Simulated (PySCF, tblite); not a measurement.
# C6H5BF2O: geometry, infrared bands and NMR shifts

Aim: predict the infrared bands and NMR shifts of C6H5BF2O (`C#C[C@@H]1C[C@H](B(F)F)C1=O`).

Programs: tblite 0.8.0 and PySCF 2.14.0, with density-fitted response routines of our own. Each step states its level of theory. These are calculated values for one molecule in the gas phase, unless marked as measured. Atoms are numbered from 0 throughout.

## (1) The starting structure

15 atoms, charge 0, multiplicity 1; geometry from: force field or distance geometry start.

Bonds of the start (Å): C0–C1 1.20, C1–C2 1.46, C2–C3 1.53, C3–C4 1.53, C4–B5 1.58, B5–F6 1.45, B5–F7 1.44, C4–C8 1.49, C8–O9 1.23, C8–C2 1.50, C0–H10 1.07, C2–H11 1.10, C3–H12 1.11, C3–H13 1.11, C4–H14 1.08.

## (2) Optimising the geometry with GFN2-xTB

The job: settings as JSON, then the geometry in Å.

```
{"job": {"kind": "relax", "xc": "GFN2-xTB", "basis": "xTB"}, "charge": 0, "multiplicity": 1}
C      2.958000     1.366800    -0.724100
C      2.067100     0.641500    -0.362000
C      1.006200    -0.238900     0.115200
C      0.060000    -0.663900    -1.006000
C     -1.002100    -0.627600     0.092100
B     -2.440600    -0.209700    -0.425100
F     -2.869600     1.141700    -0.137800
F     -3.440500    -1.240300    -0.346100
C     -0.183900     0.467700     0.685600
O     -0.396200     1.479600     1.344800
H      3.727500     2.038500    -1.046000
H      1.316600    -1.094600     0.725300
H     -0.057700     0.139400    -1.766200
H      0.258800    -1.683700    -1.402700
H     -1.008200    -1.508500     0.725300
```

Command:

```sh
$ OMP_NUM_THREADS=1 python probes_run.py task.json out
```

This one command runs all jobs of the session in turn.

**Question.** This job is followed by: GFN2-xTB harmonic vibrations, gas phase; GIAO PBE0/pcSseg-1 NMR shielding, non-relativistic, gas phase. Predict these results of the whole session: strongest single infrared mode (GFN2-xTB); zero-point energy (GFN2-xTB); 13C shifts against TMS (PBE0/pcSseg-1); 1H shifts against TMS (PBE0/pcSseg-1); 11B shifts against BF3·OEt2 (PBE0/pcSseg-1); 19F shifts against CFCl3 (PBE0/pcSseg-1, means over atoms taken as alike); 17O shifts against H2O (PBE0/pcSseg-1).

The runs gave:

| quantity | value |
| --- | --- |
| strongest single infrared mode (GFN2-xTB) | 1864 cm⁻¹, 534 km/mol |
| zero-point energy (GFN2-xTB) | 61.4 kcal/mol |
| 13C shifts against TMS (PBE0/pcSseg-1) | 202.3, 83.4, 82.8, 53.4, 52.4, 20.8 ppm |
| 1H shifts against TMS (PBE0/pcSseg-1) | 4.05, 3.51, 2.30, 2.27, 2.04 ppm |
| 11B shifts against BF3·OEt2 (PBE0/pcSseg-1) | 24.4 ppm |
| 19F shifts against CFCl3 (PBE0/pcSseg-1, means over atoms taken as alike) | -70.2 ppm |
| 17O shifts against H2O (PBE0/pcSseg-1) | 661.1 ppm |

What this shows: The optimisation took 102 steps and gained 1.662 eV; among the close pairs (by a distance rule), B5–F6 changed most, from 1.447 to 1.316 Å. All 39 modes are real, so the xTB geometry is a minimum. The strongest single mode, at 1864 cm⁻¹, moves mainly C8 and O9. Unscaled tight-binding wavenumbers are off by several per cent, some by more. Its intensities can rank the bands wrongly. The most deshielded carbon is C8 (ketone carbonyl carbon), at 202.3 ppm: low-lying n→π* states of the double bond to the heteroatom give a large paramagnetic term (-264 ppm). At PBE0/pcSseg-1: The largest span, 1118 ppm, is at O9, where the paramagnetic term is -724 ppm.
